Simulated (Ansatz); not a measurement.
# C₃H₇FSn: one species, many methods

Aim: compute C₃H₇FSn with functionals from several rungs and with coupled cluster, and see how far each lands from CCSD(T) at the basis-set limit for the atomisation energy.

Method: functionals in def2-TZVPP, the program's frozen cores in correlated methods; program: Ansatz 0.2.0, Gaussian basis.

Levels to be run: LDA (SPW92), PBE-D4, revPBE-D4, BLYP-D4, r2SCAN-D4, B97M-V, PBE0-D4, B3LYP-D4, r2SCANh-D4, r2SCAN0-D4, HSE06-D4, BHLYP-D4, CAM-B3LYP-D4, LC-ωPBE, ωB97X-V, ωB97M-V, B2PLYP, PBE-QIDH; CCSD(T)/def2-SVP; CCSD(T)/def2-TZVPP; MP2/def2-QZVPP; extrapolation to the limit; RPA on PBE.

## (1) Structure used throughout

An earlier PBE0-D4 in a triple-zeta def2 set relaxation fixed the geometry. Sn takes the def2 core potential; no spin-orbit term is included.

12 atoms, charge 0, spin multiplicity 1.

Atoms are counted from 1 here; the program's logs count them from 0.

Bond lengths: C1–C2 1.328 Å, C1–H6 1.088 Å, C1–H7 1.087 Å, C2–Sn3 2.117 Å, C2–H8 1.087 Å, Sn3–C4 2.126 Å, Sn3–F5 1.936 Å, Sn3–H9 1.708 Å, C4–H10 1.090 Å, C4–H11 1.090 Å, C4–H12 1.091 Å. Angles: C2–C1–H6 121.9°, C2–C1–H7 122.5°, H6–C1–H7 115.6°, C1–C2–Sn3 121.7°, C1–C2–H8 119.2°, Sn3–C2–H8 119.1°, C2–Sn3–C4 112.4°, C2–Sn3–F5 105.3°, C2–Sn3–H9 114.2°, C4–Sn3–F5 104.8°, C4–Sn3–H9 115.4°, F5–Sn3–H9 103.1°, Sn3–C4–H10 109.5°, Sn3–C4–H11 109.1°, Sn3–C4–H12 110.7°, H10–C4–H11 109.1°, H10–C4–H12 109.4°, H11–C4–H12 109.1°.

## (2) LDA

This LDA is Slater exchange with PW92 correlation.

File in.yaml:

```yaml
crystal:
  periodic: [false, false, false]
  atoms:
    - {symbol: C, position_ang: [-2.044548, -0.400629, -0.066999]}
    - {symbol: C, position_ang: [-1.328618, 0.118828, 0.923564]}
    - {symbol: Sn, position_ang: [0.774891, 0.315301, 0.790179]}
    - {symbol: C, position_ang: [1.520616, -0.224112, -1.126013]}
    - {symbol: F, position_ang: [1.121786, 2.213675, 0.940764]}
    - {symbol: H, position_ang: [-3.125107, -0.505392, -0.002365]}
    - {symbol: H, position_ang: [-1.594409, -0.744748, -0.994689]}
    - {symbol: H, position_ang: [-1.834618, 0.448908, 1.827288]}
    - {symbol: H, position_ang: [1.626219, -0.340818, 2.118074]}
    - {symbol: H, position_ang: [0.955914, 0.299876, -1.897001]}
    - {symbol: H, position_ang: [2.569322, 0.063896, -1.195009]}
    - {symbol: H, position_ang: [1.435655, -1.299883, -1.283695]}
basis:
  gaussian: {orbitals: def2-TZVPP}
hamiltonian: {xc: lda}
output: {orbitals: {seedname: orbitals}}
```

The runs that follow: PBE-D4 (GGA); revPBE-D4 (GGA); BLYP-D4 (GGA); r2SCAN-D4 (meta-GGA); B97M-V (meta-GGA); PBE0-D4 (hybrid); B3LYP-D4 (hybrid); r2SCANh-D4 (hybrid); r2SCAN0-D4 (hybrid); HSE06-D4 (hybrid); BHLYP-D4 (hybrid); CAM-B3LYP-D4 (range-separated); LC-ωPBE-D4 (range-separated); ωB97X-V (range-separated); ωB97M-V (range-separated); B2PLYP (double hybrid); PBE-QIDH (double hybrid); CCSD(T) in def2-SVP; CCSD(T) in def2-TZVPP; MP2 in def2-QZVPP; RPA on PBE orbitals.

**Question.** What will the summary of the whole plan be? Wanted: atomisation energy, CCSD(T)/CBS; farthest beyond LDA; mean size of error, GGA; mean size of error, meta-GGA; mean size of error, hybrid; mean size of error, range-separated; mean size of error, double hybrid; gap, smallest and largest; T1 diagnostic.

The runs gave:

```
                               quantity                                                                                             value
        atomisation energy, CCSD(T)/CBS                                                                                     4414.7 kJ/mol
 functionals within 44.1 kJ/mol (1.0 %)  BLYP-D4, r2SCAN-D4, B97M-V, PBE0-D4, B3LYP-D4, HSE06-D4, CAM-B3LYP-D4, LC-ωPBE, ωB97X-V, ωB97M-V
                    farthest beyond LDA                                                                          BHLYP-D4 (-150.1 kJ/mol)
                mean size of error, GGA                                                                                       49.0 kJ/mol
           mean size of error, meta-GGA                                                                                       11.3 kJ/mol
             mean size of error, hybrid                                                                                       61.8 kJ/mol
    mean size of error, range-separated                                                                                       21.4 kJ/mol
      mean size of error, double hybrid                                                                                       63.7 kJ/mol
              gap, smallest and largest                                                         5.10 eV (LDA (SPW92)), 12.34 eV (LC-ωPBE)
                          T1 diagnostic                                                                                            0.0126
triples share of the correlation energy                                                                                             3.5 %
```

What this shows: The LDA atomisation energy is off by 576.6 kJ/mol (13 %): it overbinds. PBE-D4 misses by +47.8 kJ/mol. Double hybrids carry the basis error of their MP2 part in triple zeta, and no dispersion term here, so their miss is partly the set-up's. The rungs meta-GGA, range-separated miss on average by less than the doubt on the reference (44.1 kJ/mol), so they tie. Misses under about 44.1 kJ/mol are within the doubt on the reference itself, which lacks core-valence correlation, spin-orbit coupling and higher excitations, and its outer-core shells are covered unevenly. All levels share the lack of spin-orbit coupling, which lowers the free heavy atoms and so the true binding. Hartree-Fock recovers 73 % of the binding; the rest is correlation. CCSD(T) in def2-SVP is off by -253.3 kJ/mol, so the small basis spoils what the method gains. Orbital gaps span 5.1 to 12.3 eV; exact exchange widens them. Correlated methods include outer-core shells of Sn, which these sets cover unevenly.
